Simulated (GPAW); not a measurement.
# Cd3Se (I4/mmm) in GPAW: single point with LDA

Aim: the single point of Cd3Se with LDA.

Program: GPAW 26.7.0. These are calculated values, not measurements. Logs are shortened: lines on timing, memory, paths and dates and some standing lists are left out, and cuts for length are marked. The log counts tension as positive stress, the text compression.

### Step 1. The structure

It takes space group I4/mmm (No. 139, tetragonal). The conventional cell has a = 4.082 Å, b = 4.082 Å, c = 12.174 Å, α = 90.00°, β = 90.00°, γ = 90.00°. Around Cd (site symmetry 4/mmm) lie 4 Se at 2.89 Å. Cd (site symmetry -4m2) has 4 Cd at 2.89 Å as nearest neighbours. Se (site symmetry 4/mmm) has 4 Cd at 2.89 Å as nearest neighbours.

The cell comes from a database or a generator and needn't be the stable form of this composition.

### Step 2. Single point, LDA

The input, run.py:

```python
from ase import Atoms
from ase.dft.bandgap import bandgap
from ase.io import write
from ase.units import GPa
from gpaw import GPAW, PW

atoms = Atoms(['Cd', 'Cd', 'Cd', 'Se'],
              cell=[[-2.040953, 2.040953, 6.08708],
                    [2.040953, -2.040953, 6.08708],
                    [2.040953, 2.040953, -6.08708]],
              scaled_positions=[[0.5, 0.5, 0.0],
                                [0.25, 0.75, 0.5],
                                [0.75, 0.25, 0.5],
                                [0.0, 0.0, 0.0]],
              pbc=True)

calc = GPAW(mode=PW(450),
            xc='LDA',
            kpts={'size': (7, 7, 7), 'gamma': True},
            occupations={'name': 'fermi-dirac', 'width': 0.05},
            nbands=35,
            maxiter=120,
            txt='gpaw.txt')
atoms.calc = calc
energy = atoms.get_potential_energy()
forces = atoms.get_forces()
stress = atoms.get_stress()
calc.write('gs.gpw')
write('result.traj', atoms)
print(f'Energy: {energy:.6f} eV')
print('Forces (eV/A):')
print(forces.round(4))
print('Stress (GPa):', (stress / GPa).round(3))
print('Fermi level:', round(calc.get_fermi_level(), 4), 'eV')
print(f'Gap: {bandgap(calc)[0]:.4f} eV, direct: {bandgap(calc, direct=True)[0]:.4f} eV')
```

Potentials or basis: the program's PAW data sets (release 1.2.1) made for this functional, pw.

Command:

```
$ OMP_NUM_THREADS=1 python run.py
```

gpaw.txt:

```text
__  _  _
 | _ |_)|_||  |
 |__||  | ||/\| - 26.7.0

Input parameters:
  mode=PW(ecut=450.00000000000006),
  kpts=MonkhorstPack(size=(7, 7, 7), gamma=True),
  maxiter=120,
  nbands=35,
  occupations=Occupations(name='fermi-dirac', width=0.05),
  xc=XC(name='LDA')

Diagonalizing LCAO Hamiltonian
Converting LCAO to pw mode

       Cd

         Cd

            Cd

       Se

Atoms  # Å, Bohr magnetons
|   | symbol |        x |        y |        z |    initial magnetic moments |
|---|--------|----------|----------|----------|-----------------------------|
| 0 |     Cd | 0.000000 | 0.000000 | 6.087080 | ( 0.0000,  0.0000,  0.0000) |
| 1 |     Cd | 2.040953 | 0.000000 | 3.043540 | ( 0.0000,  0.0000,  0.0000) |
| 2 |     Cd | 0.000000 | 2.040953 | 3.043540 | ( 0.0000,  0.0000,  0.0000) |
| 3 |     Se | 0.000000 | 0.000000 | 0.000000 | ( 0.0000,  0.0000,  0.0000) |

Unit cell  # Å
| periodic |         x |         y |         z |  lengths |     angles |
|----------|-----------|-----------|-----------|----------|------------|
|      yes | -2.040953 |  2.040953 |  6.087080 | 6.736729 | 144.729167 |
|      yes |  2.040953 | -2.040953 |  6.087080 | 6.736729 | 144.729167 |
|      yes |  2.040953 |  2.040953 | -6.087080 | 6.736729 |  50.738312 |

Number of symmetries: 16
Symmetry operations  # r_c * U_cc + t_c -> r_c
|    | kind |            matrix            |
|----|------|------------------------------|
|  0 |  σ   |  1, 1, 1,  0, 0,-1,  0,-1, 0 |
|  1 |  C4  |  1, 1, 1,  0, 0,-1, -1, 0, 0 |
|  2 |  E   |  1, 0, 0,  0, 1, 0,  0, 0, 1 |
|  3 |  σ   |  1, 0, 0,  0, 1, 0, -1,-1,-1 |
|  4 |  σ   |  0, 1, 0,  1, 0, 0,  0, 0, 1 |
|  5 |  C2  |  0, 1, 0,  1, 0, 0, -1,-1,-1 |
|  6 |  C2  |  0, 0, 1, -1,-1,-1,  1, 0, 0 |
|  7 |  S4  |  0, 0, 1, -1,-1,-1,  0, 1, 0 |
|  8 |  C4  |  0, 0,-1,  1, 1, 1,  0,-1, 0 |
|  9 |  σ   |  0, 0,-1,  1, 1, 1, -1, 0, 0 |
| 10 |  σ   |  0,-1, 0, -1, 0, 0,  1, 1, 1 |
| 11 |  C2  |  0,-1, 0, -1, 0, 0,  0, 0,-1 |
| 12 |  C2  | -1, 0, 0,  0,-1, 0,  1, 1, 1 |
| 13 |  i   | -1, 0, 0,  0,-1, 0,  0, 0,-1 |
| 14 |  S4  | -1,-1,-1,  0, 0, 1,  1, 0, 0 |
| 15 |  C2  | -1,-1,-1,  0, 0, 1,  0, 1, 0 |

BZ-sampling:
  Number of BZ points: 343
  Number of IBZ points: 40

  Monkhorst-Pack size: [7, 7, 7]
  Monkhorst-Pack shift: [0, 0, 0]

K-points  # in reciprocal-cell coordinates
|     |                                coordinates |     weight |
|-----|--------------------------------------------|------------|
|   0 | (  0.00000000,   0.00000000,   0.00000000) | 0.00291545 |
|   1 | (  0.14285714,  -0.14285714,   0.00000000) | 0.01166181 |
|   2 | (  0.14285714,  -0.14285714,   0.14285714) | 0.01166181 |
|   3 | (  0.14285714,   0.00000000,   0.00000000) | 0.02332362 |
|   4 | (  0.14285714,   0.14285714,  -0.14285714) | 0.00583090 |
|   5 | (  0.28571429,  -0.28571429,   0.00000000) | 0.01166181 |
|   6 | (  0.28571429,  -0.28571429,   0.14285714) | 0.02332362 |
|   7 | (  0.28571429,  -0.28571429,   0.28571429) | 0.01166181 |
|   8 | (  0.28571429,  -0.14285714,   0.00000000) | 0.04664723 |
|   9 | (  0.28571429,  -0.14285714,   0.14285714) | 0.02332362 |
| ... |                                            |            |
|  39 | (  0.42857143,   0.42857143,   0.42857143) | 0.02332362 |

Plane wave coefficients: 2217
Cutoff: 450.00000000000006 eV

Spin-components: 1 (collinear spins)
Bands:           35
Projectors:      23
Spin-degeneracy: 2
Datatype:        complex128

Parallelization:
  kpt:    1
  domain: 1
  band:   1

Density:
  Valence electrons: 42.0
  Components: 1
  Grid points: [35 35 35]
  Charge: 0.0  # |e|

Potential:
  Grid points: [35 35 35]

species:
  Cd:
    name:    Cadmium
    Z:       48.0
    valence: 12
    core:    36
    charge:  0.0  # [|e|]
    compensation charges:
      type: gauss
      rc: 0.38  # [Å]
      lmax: 2
    cutoffs:
      filter: 2.12  # [Å]
      core: 2.62  # [Å]
    projectors
    | kind |    occ | energy [eV] | rcut [Å] |
    |------|--------|-------------|----------|
    |   5s |  2.000 |      -5.950 |    1.191 |
    |   5p |  0.000 |      -1.328 |    1.228 |
    |   4d | 10.000 |     -11.904 |    1.164 |
    |    s |        |      21.261 |    1.191 |
    |    p |        |      25.883 |    1.228 |
    |    d |        |      15.307 |    1.164 |

    Using partial waves for Cd as LCAO basis

  Se:
    name:    Selenium
    Z:       34.0
    valence: 6
    core:    28
    charge:  0.0  # [|e|]
    compensation charges:
      type: gauss
      rc: 0.27  # [Å]
      lmax: 2
    cutoffs:
      filter: 1.77  # [Å]
      core: 2.67  # [Å]
    projectors
    | kind |    occ | energy [eV] | rcut [Å] |
    |------|--------|-------------|----------|
    |   4s |  2.000 |     -17.472 |    0.847 |
    |   4p |  4.000 |      -6.656 |    1.005 |
    |    s |        |       9.739 |    0.847 |
    |    p |        |      20.555 |    1.005 |
    |    d |        |       0.000 |    0.847 |

    Using partial waves for Se as LCAO basis

Reference energy: -522125.073596  # eV

eigensolver:
  PPCG
  Converge bands: occupied
  niter=2

density mixing:
  MSR1-Mixer
  Pratt-step length: 0.05
  Maximum mixing coefficient: 0.75
  Old densities: 10
  SVD Regularization: 0.005
  Good broyden scale: 1.0
  Trust region scale: 1.0
  Backstep threshold: 4.0
  History deletion threshold: 6.0
  Fourier metric: weight=20.0, sigma=0.015

occupation numbers:
  Fermi-Dirac:
    width: 0.0500  # eV

poisson solver:
  ecut: 3600.0000000000005  # eV

xc functional:
  name: None

convergence criteria:
- Maximum [total energy] change in last 3 cyles: 0.0005 eV / valence electron
- Maximum integral of absolute [dens]ity change: 0.0001 electrons / valence electron
- Maximum integral of absolute [eigenst]ate change: 4e-08 eV^2 / valence electron
maximum number of iterations: 120

SCF iterations
|iter     | |      energy | eigst |  dens |
|---------|-|-------------|-------|-------|
|iter:   1| |   -9.519262 | -0.50 |       |
|iter:   2| |   -9.369595 | -2.36 | -1.34 |
|iter:   3| |   -8.914912 | -1.92 | -1.38 |
|iter:   4| |   -8.901154 | -3.75 | -1.84 |
|iter:   5| |   -8.899110c| -3.83 | -2.22 |
|iter:   6| |   -8.897751c| -4.64 | -2.71 |
|iter:   7| |   -8.897738c| -6.16 | -3.29 |
|iter:   8| |   -8.897738c| -7.23 | -3.88 |
|iter:   9| |   -8.897739c| -7.47c| -4.53c|

Converged in 9 steps
Energy contributions relative to reference atoms: (reference = -522125.073596)

Energy contributions:
  Kinetic:          13.108944
  Coulomb:         -10.872769
  Zero:              0.321740
  External:          0.000000
  Xc:              -11.446702
  Entropy:          -0.017905
  Spinorbit:         0.000000
  ----------------------------
  Free energy:      -8.906691
  Extrapolated:     -8.897739

dipole moment: (-14.296787, -14.296787, -2.310370)  # |e|*Ang

Fermi level: 5.113
Eigenvalues  # (at kpt = [0.000, 0.000, 0.000])
| band index |      eig [eV] | occ [0-2] |
|------------|---------------|-----------|
|          0 |        -7.749 |     2.000 |
|        ... |               |           |
|         13 |        -2.764 |     2.000 |
|         14 |        -2.547 |     2.000 |
|         15 |        -2.103 |     2.000 |
|         16 |        -0.443 |     2.000 |
|         17 |         1.677 |     2.000 |
|         18 |         3.259 |     2.000 |
[... 8 lines left out ...]
|         27 |        13.456 |     0.000 |
|         28 |        13.456 |     0.000 |
|        ... |               |           |
|         34 |        17.213 |     0.000 |

No gap
No difference between direct/indirect transitions

Forces  # eV/Ang
|        x |       y |        z |
|----------|---------|----------|
|  0.00000 | 0.00000 | -0.00000 |  # Cd   0
|  0.00000 | 0.00000 | -0.00000 |  # Cd   1
|  0.00000 | 0.00000 |  0.00000 |  # Cd   2
| -0.00000 | 0.00000 |  0.00000 |  # Se   3

Stress tensor  # eV/Ang^3
|         x |         y |         z |
|-----------|-----------|-----------|
|  0.052268 | -0.000000 | -0.000000 |
| -0.000000 |  0.052268 | -0.000000 |
| -0.000000 | -0.000000 |  0.028186 |

# Writing to gs.gpw (mode='')
```

It took 2.1 min on 1 thread of Arm Neoverse V1, shared host; peak memory 0.27 GiB.

Results:

* Free energy: -8.9067 eV
* Pressure: -7.1 GPa
* Band gap on the k mesh: none (metal or under the smearing width)

Levels at points of the mesh, in eV from the Fermi level:
```
           k point  band 17  band 18  band 19  band 20  band 21  band 22  band 23  band 24  band 25  band 26
(0.00, 0.00, 0.00)    -5.56    -3.44    -1.85    -1.85    -0.65     2.41     2.73     2.73     4.26     4.94
```

Caveat: the cutoff is short for stress and forces, so pressures can be off by a GPa or more; the program warned that so skewed a cell can give wrong results.
